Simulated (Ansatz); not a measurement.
**Cu: pressure up to the limit of the methods**

One table from this session's results is given with a row withheld; the runs are named, their logs left out.

Computed with Ansatz 0.2.0 (DFT PBEsol, with the methods named in each step, unless a step's input says otherwise).

## The structure to begin with

Symmetry: Fm-3m, No. 225, cubic system. The conventional cell has a = 3.615 Å, b = 3.615 Å, c = 3.615 Å, α = 90.00°, β = 90.00°, γ = 90.00°. Around Cu (site symmetry m-3m) lie 12 Cu at 2.56 Å.

Coordinates:

```
CELL_PARAMETERS angstrom
0.00000 1.80748 1.80748
1.80748 0.00000 1.80748
1.80748 1.80748 0.00000
ATOMIC_POSITIONS crystal
Cu 0.00000 0.00000 0.00000
```

Whether this phase is the stable one at these pressures isn't tested.

The first run:

Contents of input.yaml:

```yaml
crystal:
  lattice:
    - [0.0, 1.8074791684, 1.8074791684]
    - [1.8074791684, 0.0, 1.8074791684]
    - [1.8074791684, 1.8074791684, 0.0]
  atoms:
    - { symbol: Cu, position: [0.0, 0.0, 0.0] }
kpoints:
  mp_grid: { grid: [18, 18, 18] }
scf:
  occupations: { method: fermi_dirac, width: 0.1 }
hamiltonian:
  xc: pbesol
  pseudopotentials: { kind: paw }
output:
  forces: true
  stress: true
relax:
  f_tol: 0.005
  max_steps: 40
  cell: {}
```

On the command line:

```sh
$ ansatz run input.yaml --threads 1 --pin off --max-ram 2048MiB --backend cpu --events-out ev --progress --plain --runs-dir out
```

Steps of the session up to this table: Cell relaxed at zero pressure, PAW; Volume scaled by 1, PAW; Volume scaled by 0.94, PAW; Volume scaled by 0.88, PAW; Volume scaled by 0.8, PAW; Volume scaled by 0.72, PAW; Volume scaled by 0.64, PAW; Volume scaled by 0.55, PAW; Volume scaled by 0.45, PAW; Volume scaled by 0.45, PAW (level accurate).

One of the session's tables, all rows but one given; the rest of the session is left out.

| method | volume over the first | volume (Å³/atom) | pressure (GPa) |
| --- | --- | --- | --- |
| PAW | 1 | 11.316 | 0.04 |
| PAW | 0.94 | 10.637 | 12.16 |
| PAW | 0.88 | 9.958 | 29.51 |
| PAW | 0.8 | 9.053 | 65.12 |
| PAW | 0.72 | 8.147 | 124.15 |
| PAW | 0.64 | ? | ? |
| PAW | 0.55 | 6.224 | 434.01 |
| PAW | 0.45 | 5.092 | 932.84 |
| PAW (level accurate) | 0.45 | 5.092 | 935.38 |

**Question.** Estimate the row for PAW, 0.64.

As computed: volume (Å³/atom): 7.242; pressure (GPa): 224.75. In the column «volume (Å³/atom)» it lies between PAW, 0.55 (6.224) and PAW, 0.72 (8.147).
